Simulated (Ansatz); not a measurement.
# CoO: the cost of one run

Computed with Ansatz 0.2.0 (DFT PBE, scalar-relativistic, plane waves, PAW, unless a step's input says otherwise).

### Step 1. Starting point

Symmetry: I4/mmm, No. 139, tetragonal system. The conventional cell has a = 3.016 Å, b = 3.016 Å, c = 4.214 Å, α = 90.00°, β = 90.00°, γ = 90.00°. Co (site symmetry 4/mmm) has 6 O at 2.11 to 2.13 Å as nearest neighbours. O (site symmetry 4/mmm) has 6 Co at 2.11 to 2.13 Å as nearest neighbours.

As a file:

```xyz
2
Lattice="-1.5080 1.5080 2.1072 1.5080 -1.5080 2.1072 1.5080 1.5080 -2.1072" Properties=species:S:1:pos:R:3 pbc="T T T"
Co    0.0000    0.0000    0.0000
O     0.0000    0.0000    2.1072
```

The cell is taken as given, not relaxed at this level.

### Step 2. The reference: the undisturbed cell on the scan's mesh

File input.yaml:

```yaml
crystal:
  lattice:
    - [-1.5080001529, 1.5080001529, 2.1072499549]
    - [1.5080001529, -1.5080001529, 2.1072499549]
    - [1.5080001529, 1.5080001529, -2.1072499549]
  atoms:
    - { symbol: Co, position: [0.0, 0.0, 0.0], spin: 2.7 }
    - { symbol: O, position: [0.5, 0.5, 0.0], spin: 0.34 }
basis:
  ecutwfc: 420
kpoints:
  mp_grid: { grid: [22, 22, 22] }
hamiltonian:
  xc: pbe
scf:
  occupations: { method: gaussian, width: 0.15 }
output:
  forces: true
  stress: true
  eigenvalues: true
  populations: true
  write_density: true
  write_potential: true
  elf: true
  volumetric_format: npy
magnetization:
  spin_polarized: true
```

Command:

```
$ ansatz run input.yaml --threads 1 --pin off --max-ram 2560MiB --backend cpu --events-out ev --progress --plain --runs-dir out
```

Q: Estimate wall time and peak memory on 1 thread of Arm Neoverse V2, shared host.

About 67 s, with a peak of 0.69 GiB.
